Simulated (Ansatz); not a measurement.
# H₂INSi: single points off equilibrium

The atoms stand at a structure displaced at random from a GFN2-xTB minimum. How far do the functionals agree with CCSD(T) there?

The runs use Ansatz 0.2.0, Gaussian basis; single points in def2-TZVPP.

Cores are frozen in the correlated methods. Filled d shells of the heavier atoms are correlated. Core potentials replace the inner electrons past krypton, and spin-orbit coupling is left out.

## 1. Starting geometry

SMILES `N=[SiH]I`, 5 atoms, charge 0, spin multiplicity 1.

Atoms are counted from 1 here; the program's logs count them from 0.

Bond lengths: N1–Si2 1.724 Å, N1–H4 1.089 Å, Si2–I3 2.590 Å, Si2–H5 1.212 Å. Angles: Si2–N1–H4 125.6°, N1–Si2–I3 128.1°, N1–Si2–H5 135.8°, I3–Si2–H5 96.0°.

Geometry (Å):

| atom | x (Å) | y (Å) | z (Å) |
| --- | --- | --- | --- |
| N1 | -1.2243 | 0.5742 | -0.5747 |
| Si2 | 0.3882 | 0.3899 | 0.0061 |
| I3 | 1.6062 | -1.7953 | 0.6763 |
| H4 | -1.9528 | -0.2277 | -0.6871 |
| H5 | 1.3041 | 1.1353 | 0.2794 |

## 2. CCSD(T)/def2-TZVPP

Input file run/in.yaml:

```yaml
crystal:
  periodic: [false, false, false]
  atoms:
    - {symbol: N, position_ang: [-1.224300, 0.574200, -0.574700]}
    - {symbol: Si, position_ang: [0.388200, 0.389900, 0.006100]}
    - {symbol: I, position_ang: [1.606200, -1.795300, 0.676300]}
    - {symbol: H, position_ang: [-1.952800, -0.227700, -0.687100]}
    - {symbol: H, position_ang: [1.304100, 1.135300, 0.279400]}
basis:
  gaussian: {orbitals: def2-TZVPP}
correlation: {method: ccsd_t}
output: {forces: true}
```

Run with:

```sh
$ ansatz run in.yaml --threads 4 --pin off --events-out ev --progress --plain --max-ram 5222MiB
```

## 3. PBE0-D4/def2-TZVPP

run/in.yaml, as its differences from that of step 2:

```diff
@@ -10,3 +10,3 @@
   gaussian: {orbitals: def2-TZVPP}
-correlation: {method: ccsd_t}
-output: {forces: true}
+hamiltonian: {xc: pbe0, dispersion: d4}
+output: {forces: true, orbitals: {seedname: orbitals}}
```

## 4. wB97M-V/def2-TZVPP

run/in.yaml, as its differences from that of step 3:

```diff
@@ -10,3 +10,3 @@
   gaussian: {orbitals: def2-TZVPP}
-hamiltonian: {xc: pbe0, dispersion: d4}
-output: {forces: true, orbitals: {seedname: orbitals}}
+hamiltonian: {xc: {name: wB97M-V}}
+output: {forces: true}
```

## 5. r2SCAN-D4/def2-TZVPP

run/in.yaml, as its differences from that of step 4:

```diff
@@ -10,3 +10,3 @@
   gaussian: {orbitals: def2-TZVPP}
-hamiltonian: {xc: {name: wB97M-V}}
+hamiltonian: {xc: r2scan, dispersion: d4}
 output: {forces: true}
```

## 6. PBE-D4/def2-TZVPP

run/in.yaml, as its differences from that of step 5:

```diff
@@ -10,3 +10,3 @@
   gaussian: {orbitals: def2-TZVPP}
-hamiltonian: {xc: r2scan, dispersion: d4}
+hamiltonian: {xc: pbe, dispersion: d4}
 output: {forces: true}
```

## 7. SPW92/def2-TZVPP

run/in.yaml, as its differences from that of step 6:

```diff
@@ -10,3 +10,3 @@
   gaussian: {orbitals: def2-TZVPP}
-hamiltonian: {xc: pbe, dispersion: d4}
+hamiltonian: {xc: lda}
 output: {forces: true}
```

## 8. CAM-B3LYP-D4/def2-TZVPP

run/in.yaml, as its differences from that of step 7:

```diff
@@ -10,3 +10,3 @@
   gaussian: {orbitals: def2-TZVPP}
-hamiltonian: {xc: lda}
+hamiltonian: {xc: {name: CAM-B3LYP}, dispersion: d4}
 output: {forces: true}
```

(Steps that only read results are left out.)

**Question.** What will these runs give? Wanted: energy less free atoms, CCSD(T)/def2-TZVPP; RMS force component; RMS force error; HOMO and LUMO, PBE0-D4; T1 diagnostic.

**Answer**, as computed:

```
                                  quantity                                                                                              value
energy less free atoms, CCSD(T)/def2-TZVPP                                                                                     -1207.6 kJ/mol
                       RMS force component                                                               4.128 to 4.276 eV/Å over the methods
                           RMS force error  PBE0-D4 0.231, wB97M-V 0.299, r2SCAN-D4 0.136, PBE-D4 0.130, SPW92 0.233, CAM-B3LYP-D4 0.341 eV/Å
                    HOMO and LUMO, PBE0-D4                                                                                 -7.54 and -2.37 eV
                             T1 diagnostic                                                                                              0.018
```

Against CCSD(T) the functionals' energies less atoms differ by -297.7 to -40.9 kJ/mol, PBE-D4 by -111.5 kJ/mol. CCSD(T) in triple zeta still lacks some correlation energy of the bonds, so part of these gaps is its own basis error and they don't rank the functionals. On forces the order runs from PBE-D4 to CAM-B3LYP-D4. Frozen-core CCSD(T) forces in triple zeta carry basis errors of their own, and this is one geometry, so small gaps rank nothing. The restricted Hartree–Fock reference is unstable towards an unrestricted one at one or more of these structures.
